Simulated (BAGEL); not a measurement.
# SiHF3 (SMILES F[SiH](F)F) at PBE0/def2-SVPD (density fitting with qzvpp-jkfit)

What is the energy change on altering one bond length of SiHF3 at PBE0/def2-SVPD (density fitting with qzvpp-jkfit)? 

Program for the calculation: BAGEL 1.2.2.

18 further runs of the same task are left out: 1 that didn't finish, 17 set aside as unsound or not needed.

### Step 1. The structure to begin with

SiHF3: 5 atoms, total charge 0, spin state singlet. SMILES: `F[SiH](F)F`. The coordinates come from a PBE0-D4/def2-TZVP relaxation.

Bond lengths: F1–Si2 1.573 Å, Si2–F3 1.573 Å, Si2–F4 1.573 Å, Si2–H5 1.461 Å. Angles: F1–Si2–F3 108.3°, F1–Si2–F4 108.3°, F3–Si2–F4 108.3°, F1–Si2–H5 110.7°, F3–Si2–H5 110.7°, F4–Si2–H5 110.7°.

### Step 2. The energy at PBE0/def2-SVPD (density fitting with qzvpp-jkfit)

input.json

```json
{ "bagel" : [

{
  "title" : "molecule",
  "basis" : "def2-svpd.json",
  "df_basis" : "qzvpp-jkfit",
  "angstrom" : true,
  "geometry" : [
    { "atom" : "F", "xyz" : [      -0.447100,      -0.082200,       1.491300 ] },
    { "atom" : "Si", "xyz" : [       0.040700,       0.001700,      -0.001800 ] },
    { "atom" : "F", "xyz" : [      -0.597100,       1.281400,      -0.657200 ] },
    { "atom" : "F", "xyz" : [      -0.495900,      -1.263300,      -0.767200 ] },
    { "atom" : "H", "xyz" : [       1.499400,       0.062400,      -0.065100 ] }
  ]
},

{
  "title" : "ks",
  "xc_func" : "pbe0"
},

{
  "title" : "print",
  "file" : "orbitals.molden",
  "orbitals" : true
}

]}
```

The basis set def2-SVPD is read from a file made from the Basis Set Exchange's data (not shown).

The run is started by

```console
BAGEL_NUM_THREADS=1 BAGEL input.json > input.out
```

Output:

```text
* using 1 threads per process

  ===============================================================
  ===============================================================

  *** Geometry ***

  { "atom" : "F", "xyz" : [     -0.844897,     -0.155335,      2.818149 ] },
  { "atom" : "Si", "xyz" : [      0.076912,      0.003213,     -0.003402 ] },
  { "atom" : "F", "xyz" : [     -1.128355,      2.421495,     -1.241928 ] },
  { "atom" : "F", "xyz" : [     -0.937115,     -2.387291,     -1.449798 ] },
  { "atom" : "H", "xyz" : [      2.833455,      0.117919,     -0.123021 ] },

  Number of auxiliary basis functions:      377

  Since a DF basis is specified, we compute 2- and 3-index integrals:
    o Being stored without compression. Storage requirement is 0.031 GB

  Number of basis functions:      101
  Number of electrons      :       42

    * METHOD: MOLECULE                             0.15

  *** Kohn-Sham DFT ***

    * Removing 7982 points whose weight is below 1.00e-10
    * Grid points: 66548

  === Nuclear Repulsion ===
   188.4078504027

       - DIIS with orbital gradients will be used.

  === KS iteration (pbe0 / def2-svpd.json) ===
      0       -565.23266230          0.12231490           0.27
      1       -544.14571700          0.17806360           0.26
      2       -572.08006011          0.11275750           0.26
      3       -587.61640812          0.05000175           0.27
      4       -588.66288150          0.03164570           0.26
      5       -589.08808167          0.00292093           0.26
      6       -589.09096185          0.00203962           0.27
      7       -589.09265070          0.00051908           0.27
      8       -589.09276492          0.00011249           0.27
      9       -589.09276938          0.00005070           0.27
     10       -589.09277019          0.00002911           0.26
     11       -589.09277058          0.00000120           0.26
     12       -589.09277058          0.00000082           0.26
     13       -589.09277058          0.00000017           0.27
     14       -589.09277058          0.00000006           0.27
     15       -589.09277058          0.00000001           0.27
     16       -589.09277058          0.00000001           0.26
    * SCF iteration converged.

    * Permanent dipole moment:
           (   -0.562887,    -0.023450,     0.024659) a.u.

    * METHOD: KS                                   4.84

    * METHOD: PRINT                                0.02

  ===============================================================
```

Run time: 5.4 s. Hardware: 1 thread of Arm Neoverse V1, shared host; peak memory 0.33 GiB.

### Step 3. The distorted shape at the same level

input.json

```json
{ "bagel": [

{
  "title": "molecule",
  "basis": "def2-svpd.json",
  "df_basis": "qzvpp-jkfit",
  "angstrom": true,
  "geometry": [
    { "atom": "F", "xyz": [       0.196830,       1.435823,       2.409794 ] },
    { "atom": "Si", "xyz": [       0.684630,       1.519723,       0.916694 ] },
    { "atom": "F", "xyz": [       0.046830,       2.799423,       0.261294 ] },
    { "atom": "F", "xyz": [      -0.495900,      -1.263300,      -0.767200 ] },
    { "atom": "H", "xyz": [       2.143330,       1.580423,       0.853394 ] }
  ]
},

{ "title": "ks", "xc_func": "pbe0" },

{ "title": "print", "file": "orbitals.molden", "orbitals": true }

]}
```

The basis set def2-SVPD is read from a file made from the Basis Set Exchange's data (not shown).

The run is started by

```console
BAGEL_NUM_THREADS=1 BAGEL input.json > input.out
```

Output:

```text
* using 1 threads per process

  ===============================================================
  ===============================================================

  *** Geometry ***

  { "atom" : "F", "xyz" : [      0.371955,      2.713312,      4.553851 ] },
  { "atom" : "Si", "xyz" : [      1.293763,      2.871860,      1.732301 ] },
  { "atom" : "F", "xyz" : [      0.088496,      5.290143,      0.493774 ] },
  { "atom" : "F", "xyz" : [     -0.937115,     -2.387291,     -1.449798 ] },
  { "atom" : "H", "xyz" : [      4.050307,      2.986567,      1.612681 ] },

  Number of auxiliary basis functions:      377

  Since a DF basis is specified, we compute 2- and 3-index integrals:
    o Being stored without compression. Storage requirement is 0.031 GB

  Number of basis functions:      101
  Number of electrons      :       42

    * METHOD: MOLECULE                             0.15

  *** Kohn-Sham DFT ***

    * Removing 6494 points whose weight is below 1.00e-10
    * Grid points: 68036

  === Nuclear Repulsion ===
   151.1664114060

       - DIIS with orbital gradients will be used.

  === KS iteration (pbe0 / def2-svpd.json) ===
      0       -553.65141519          0.09997531           0.30
      1       -393.67407908          0.21734575           0.28
      2       -538.32736562          0.12467710           0.28
      3       -559.48636826          0.17172986           0.28
      4       -586.78659226          0.05005197           0.28
      5       -579.56889081          0.10745607           0.28
      6       -588.54213898          0.02135510           0.28
      7       -588.68678203          0.01442996           0.28
      8       -588.35657397          0.02657323           0.28
      9       -588.84297218          0.00447224           0.28
     10       -588.82857555          0.00642496           0.28
     11       -588.83046222          0.00606568           0.28
     12       -588.82977669          0.00615075           0.28
     13       -588.84334746          0.00384178           0.28
     14       -588.85218215          0.00084557           0.28
     15       -588.85265274          0.00018154           0.28
     16       -588.85266444          0.00010556           0.28
     17       -588.85267379          0.00001462           0.28
     18       -588.85267615          0.00001472           0.28
     19       -588.85267682          0.00000992           0.28
     20       -588.85267684          0.00000768           0.28
     21       -588.85267692          0.00000069           0.28
     22       -588.85267692          0.00000031           0.28
     23       -588.85267692          0.00000008           0.28
     24       -588.85267692          0.00000002           0.28
     25       -588.85267692          0.00000001           0.28
    * SCF iteration converged.

    * Permanent dipole moment:
           (   -1.558120,    -2.270772,    -1.332206) a.u.

    * METHOD: KS                                   7.63

    * METHOD: PRINT                                0.02

  ===============================================================
```

Wall time 8.1 s (1 thread of Arm Neoverse V1, shared host); peak memory 0.33 GiB.

### Step 4. Outcome

At PBE0/def2-SVPD (density fitting with qzvpp-jkfit):

| quantity | value |
| --- | --- |
| first shape: total energy | -589.09277 Eh |
| first shape: dipole moment | 1.43 D |
| first shape: HOMO energy | -11.33 eV |
| first shape: LUMO energy | 0.58 eV |
| first shape: HOMO–LUMO gap | 11.91 eV |
| distorted shape: total energy | -588.85268 Eh |
| distorted shape: dipole moment | 7.78 D |
| distorted shape: HOMO energy | -8.20 eV |
| distorted shape: LUMO energy | -5.77 eV |
| distorted shape: HOMO–LUMO gap | 2.44 eV |
| energy change with the Si2–F4 bond stretched from 1.573 to 3.460 Å | 6.533 eV |

In words: One bond (distorted shape) is far stretched, which a spin-restricted single reference describes badly; a broken-symmetry solution may lie lower. With the Si2–F4 bond stretched from 1.573 to 3.460 Å the energy rises by 6.53 eV (630 kJ/mol). The first shape isn't relaxed at this level, so the change isn't measured from a minimum. A restricted reference can't describe the breaking bond well at this length.
